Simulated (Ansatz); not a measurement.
**Cl₂GeH₆Si₂: a ladder of functionals and wavefunction methods**

An exercise on one series of results from a longer session: the logs are not shown, and one member is left open.

The runs use Ansatz 0.2.0, Gaussian basis; functionals in def2-TZVPP, the program's frozen cores in correlated methods.

Levels to be run: LDA (SPW92), PBE-D4, revPBE-D4, BLYP-D4, r2SCAN-D4, B97M-V, PBE0-D4, B3LYP-D4, r2SCANh-D4, r2SCAN0-D4, HSE06-D4, BHLYP-D4, CAM-B3LYP-D4, LC-ωPBE, ωB97X-V, ωB97M-V, B2PLYP, PBE-QIDH; CCSD(T)/def2-SVP; CCSD(T)/def2-TZVPP; MP2/def2-QZVPP; extrapolation to the limit; RPA on PBE.

## Structure used throughout

The geometry comes from an earlier relaxation with PBE0-D4 in a triple-zeta def2 set; it is a stationary point, not always the lowest conformer.

11 atoms, charge 0, spin multiplicity 1.

Atoms are counted from 1 here; the program's logs count them from 0.

Bond lengths: Si1–Ge2 2.387 Å, Si1–H6 1.485 Å, Si1–H7 1.485 Å, Si1–H8 1.482 Å, Ge2–Si3 2.387 Å, Ge2–Cl4 2.170 Å, Ge2–Cl5 2.170 Å, Si3–H9 1.485 Å, Si3–H10 1.482 Å, Si3–H11 1.485 Å. Angles: Ge2–Si1–H6 108.7°, Ge2–Si1–H7 108.7°, Ge2–Si1–H8 107.8°, H6–Si1–H7 110.0°, H6–Si1–H8 110.8°, H7–Si1–H8 110.8°, Si1–Ge2–Si3 123.8°, Si1–Ge2–Cl4 106.4°, Si1–Ge2–Cl5 106.4°, Si3–Ge2–Cl4 106.4°, Si3–Ge2–Cl5 106.4°, Cl4–Ge2–Cl5 106.5°, Ge2–Si3–H9 108.7°, Ge2–Si3–H10 107.8°, Ge2–Si3–H11 108.7°, H9–Si3–H10 110.8°, H9–Si3–H11 110.0°, H10–Si3–H11 110.8°.

The first run:

in.yaml

```yaml
crystal:
  periodic: [false, false, false]
  atoms:
    - {symbol: Si, position_ang: [-2.102296, 0.356433, 0.189551]}
    - {symbol: Ge, position_ang: [0.157350, 0.358836, -0.579431]}
    - {symbol: Si, position_ang: [1.931962, -0.805240, 0.512820]}
    - {symbol: Cl, position_ang: [0.110657, -0.373112, -2.621787]}
    - {symbol: Cl, position_ang: [0.764563, 2.439586, -0.685588]}
    - {symbol: H, position_ang: [-2.138512, 0.928557, 1.559140]}
    - {symbol: H, position_ang: [-2.596826, -1.043366, 0.210037]}
    - {symbol: H, position_ang: [-2.901573, 1.182636, -0.746550]}
    - {symbol: H, position_ang: [2.060976, -0.284400, 1.897195]}
    - {symbol: H, position_ang: [3.175367, -0.564008, -0.257562]}
    - {symbol: H, position_ang: [1.603731, -2.252923, 0.542776]}
basis:
  gaussian: {orbitals: def2-TZVPP}
hamiltonian: {xc: lda}
output: {orbitals: {seedname: orbitals}}
```

Command:

```
ansatz run in.yaml --threads 4 --pin off --events-out ev --progress --plain --max-ram 11315MiB
```

Among the steps run: LDA; PBE-D4 (GGA); revPBE-D4 (GGA); BLYP-D4 (GGA); r2SCAN-D4 (meta-GGA); B97M-V (meta-GGA); B3LYP-D4 (hybrid); r2SCANh-D4 (hybrid); r2SCAN0-D4 (hybrid); HSE06-D4 (hybrid); BHLYP-D4 (hybrid); CAM-B3LYP-D4 (range-separated); LC-ωPBE (range-separated); ωB97X-V (range-separated); ωB97M-V (range-separated); B2PLYP (double hybrid); PBE-QIDH (double hybrid).

One of the session's tables, all rows but one given; the rest of the session is left out.

It belongs to the step «Frontier levels by functional». 

```
  functional  HOMO (eV)  gap (eV)
 LDA (SPW92)      -6.78      4.55
      PBE-D4      -6.68      4.69
   revPBE-D4      -6.63      4.75
     BLYP-D4      -6.52      4.66
   r2SCAN-D4      -6.95      5.18
      B97M-V      -7.11      5.29
     PBE0-D4      -7.80      6.67
    B3LYP-D4          ?         ?
  r2SCANh-D4      -7.36      5.89
  r2SCAN0-D4      -7.97      6.95
    HSE06-D4      -7.41      5.91
    BHLYP-D4      -8.79      8.60
CAM-B3LYP-D4      -9.01      8.93
     LC-ωPBE     -10.30     11.32
     ωB97X-V      -9.98     10.89
     ωB97M-V      -9.76     10.46
```

Q: Estimate the row for B3LYP-D4 from the others.

Worked estimate for «HOMO (eV)». Against the share of exact exchange, BLYP-D4 (0, -6.52), BHLYP-D4 (0.5, -8.79) give a slope of -4.54 per unit share; at 0.2 the line stands at -7.43.

As computed: HOMO (eV): -7.58; gap (eV): 6.24. In «HOMO (eV)» the line misses by +0.15.
